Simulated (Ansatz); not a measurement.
The system is NaSb2Au.

```
Na Sb Au
1.0
     4.35730    0.00000    0.00000
    -2.17865    3.77354    0.00000
     0.00000    0.00000    6.81847
Na Sb Au
1 2 1
Direct
  0.00000 0.00000 0.50000
  0.66667 0.33333 0.81632
  0.33333 0.66667 0.18368
  0.00000 0.00000 0.00000
```

The cell was built by a generator and needn't be a form met in nature.

Program: Ansatz 0.2.0. Alike in all runs: task band structure; potentials or basis Ansatz PAW; no spin polarisation; cell as given; k mesh 5 × 5 × 3; smearing fermi-dirac 0.05 eV.

Q: Order these runs on this cell by their pressure, lowest first.
A. level r2SCAN; cutoff (eV) 500
B. level BLYP; cutoff (eV) 420
C. level RPBE; cutoff (eV) 420

A: A (-1.5 GPa), C (1.6 GPa), B (3.4 GPa).

Caveats: the PAW data sets come from PBE, with cores solved anew for the run's functional, which leaves a small shift of forces and pressure.

Runs at the PBE level aren't shown here.
